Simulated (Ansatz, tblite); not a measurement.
**TeCl4: a ladder of methods and basis sets**

One table from this session's results is given with a row withheld; the runs are named, their logs left out.

Method: as each input shows; program: Ansatz 0.2.0, Gaussian basis.

Levels to be run: GFN1-xTB, GFN2-xTB, PBE-D4/def2-TZVP, r2SCAN-D4/def2-TZVP, PBE-QIDH/def2-TZVP, r2SCAN0-D4/def2-TZVP, ωB97X-V/def2-TZVP, CAM-B3LYP-D4/def2-TZVP, BLYP-D4/def2-TZVP, B97M-V/def2-TZVP, LDA/def2-TZVP, PBE-D4/def2-SVP, PBE0-D4/def2-SVP, CCSD(T)/def2-SVP, MP2/def2-TZVP, RPA/def2-TZVP.

1 further run of the same task is left out (set aside as unsound or not needed). Runs told in other sessions of the task aren't counted.

## The relaxed structure

The geometry is that of the singlet, from an earlier relaxation (PBE-D4/def2-SVP).

5 atoms, charge 0, spin multiplicity 1.

Bond lengths: Te1–Cl2 2.474 Å, Te1–Cl3 2.474 Å, Te1–Cl4 2.382 Å, Te1–Cl5 2.382 Å. Angles: Cl2–Te1–Cl3 175.4°, Cl2–Te1–Cl4 91.5°, Cl2–Te1–Cl5 91.5°, Cl3–Te1–Cl4 91.5°, Cl3–Te1–Cl5 91.5°, Cl4–Te1–Cl5 100.2°.

Te takes a core potential in the def2 sets. No spin-orbit coupling is included.

PBE0-D4/def2-TZVP was run before; its log isn't repeated, and its numbers join the tables.

The first run:

Tight binding, by tblite at 300 K electronic temperature and without a spin-polarisation term:

```python
tblite.interface.Calculator('GFN1-xTB', numbers, positions, charge=0, uhf=0).singlepoint()
```

Tight binding, by tblite at 300 K electronic temperature and without a spin-polarisation term:

```python
tblite.interface.Calculator('GFN2-xTB', numbers, positions, charge=0, uhf=0).singlepoint()
```

start.molden holds the orbitals of an earlier run on this state, given as this run's starting guess.

File in.yaml:

```yaml
crystal:
  periodic: [false, false, false]
  atoms:
    - {symbol: Te, position_ang: [-0.471884, -0.322620, -0.004898]}
    - {symbol: Cl, position_ang: [-0.551716, -0.418964, 2.466351]}
    - {symbol: Cl, position_ang: [-0.556003, -0.338245, -2.477844]}
    - {symbol: Cl, position_ang: [1.820817, -0.967860, -0.017020]}
    - {symbol: Cl, position_ang: [-0.241214, 2.047689, 0.033411]}
basis:
  gaussian: {orbitals: def2-TZVP, initial_orbitals: start.molden}
hamiltonian: {xc: pbe, dispersion: d4}
scf: {omitted_lower_state_checks: [starts]}
output: {orbitals: {seedname: orbitals}}
```

Launch:

```sh
$ ansatz run in.yaml --threads 4 --pin off --events-out ev --progress --plain --max-ram 3916MiB
```

Among the steps run: PBE-D4/def2-TZVP; r2SCAN-D4/def2-TZVP; PBE-QIDH/def2-TZVP; r2SCAN0-D4/def2-TZVP; ωB97X-V/def2-TZVP; CAM-B3LYP-D4/def2-TZVP; BLYP-D4/def2-TZVP; B97M-V/def2-TZVP; LDA/def2-TZVP; PBE-D4/def2-SVP; PBE0-D4/def2-SVP; CCSD(T)/def2-SVP; MP2/def2-TZVP; RPA/def2-TZVP.

One of the session's tables, all rows but one given; the rest of the session is left out.

It belongs to the step «Levels side by side». 

| level | HOMO (eV) | LUMO (eV) | gap (eV) |
| --- | --- | --- | --- |
| LDA/def2-TZVP | -7.57 | -4.88 | 2.69 |
| PBE-D4/def2-SVP | -7.12 | -4.45 | 2.67 |
| PBE-D4/def2-TZVP | -7.38 | -4.62 | 2.76 |
| BLYP-D4/def2-TZVP | -7.21 | -4.50 | 2.71 |
| r2SCAN-D4/def2-TZVP | -7.68 | -4.63 | 3.05 |
| B97M-V/def2-TZVP | -7.71 | -4.51 | 3.19 |
| PBE0-D4/def2-SVP | -8.30 | -3.91 | 4.40 |
| PBE0-D4/def2-TZVP | ? | ? | ? |
| r2SCAN0-D4/def2-TZVP | -8.68 | -3.97 | 4.71 |
| CAM-B3LYP-D4/def2-TZVP | -9.64 | -3.01 | 6.62 |
| ωB97X-V/def2-TZVP | -10.54 | -2.02 | 8.52 |

Q: Estimate the row for PBE0-D4/def2-TZVP from the others.

**Answer.** HOMO (eV): -8.49; LUMO (eV): -3.97; gap (eV): 4.51. In the column «HOMO (eV)» it lies between r2SCAN0-D4/def2-TZVP (-8.68) and PBE0-D4/def2-SVP (-8.30).
